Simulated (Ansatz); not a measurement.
This script drives Ansatz 0.2.0 through its Python package.

`bend_ch2osse.py`
```python
# -*- coding: utf-8 -*-
"""Energy of CH2OSSe against one bond angle."""

import ansatz as az
from ase import Atoms

atoms = Atoms(["O", "C", "S", "Se", "H", "H"], positions=[
    [-0.8533, -1.457, 0.4129],
    [-0.1699, -0.4435, 0.4506],
    [1.5553, -0.6287, 0.1433],
    [-0.816, 1.3021, 0.8414],
    [1.4364, -0.4078, -1.2405],
    [-1.1105, 1.5708, -0.6538],
])

# relax first, so that the scan starts from a minimum
first = (
    az.Crystal.molecule_from_ase(atoms).calculation()
    .basis(gaussian="def2-SVP")
    .functional("pbe0")
    .relax(force_tolerance=0.02, max_steps=80)
)
atoms.positions = first.run(threads=1).report["positions_ang"]

rows = []
for angle in [90, 100, 110, 120, 135, 150, 165, 179]:
    bent = atoms.copy()
    bent.set_angle(1, 2, 4, angle, indices=[4])
    base = (
        az.Crystal.molecule_from_ase(bent).calculation()
        .basis(gaussian="def2-SVP")
        .correlation("mp2")
    )
    rows.append((angle, base.run(threads=1).report["free_energy_ev"]))
floor = min(e for _, e in rows)
for angle, e in rows:
    print(f"angle C1-S2-H4 = {angle:3d} deg   {1000 * (e - floor):9.1f} meV")
```

It is started by `python bend_ch2osse.py`. Estimate its wall time and peak memory on 1 thread of Arm Neoverse V2, with other jobs on the host.

It took about 80 s, with a peak of 0.26 GiB, for 9 runs of the engine.

Output of `python bend_ch2osse.py`:
```text
angle C1-S2-H4 =  90 deg        46.1 meV
angle C1-S2-H4 = 100 deg         0.0 meV
angle C1-S2-H4 = 110 deg       113.8 meV
angle C1-S2-H4 = 120 deg       363.8 meV
angle C1-S2-H4 = 135 deg       939.1 meV
angle C1-S2-H4 = 150 deg      1657.2 meV
angle C1-S2-H4 = 165 deg      2343.5 meV
angle C1-S2-H4 = 179 deg      2717.3 meV
```

The scan is rigid, and the energies are electronic, in a modest basis. The zero is the lowest point of the grid, which needn't be the minimum. The start is relaxed with a density functional and scanned with the wavefunction method, so it isn't exactly that method's minimum.

(A comment or docstring line of the script was reworded after the run, the code is as it ran; lines on the test bed's own set-up are left out of the output.)
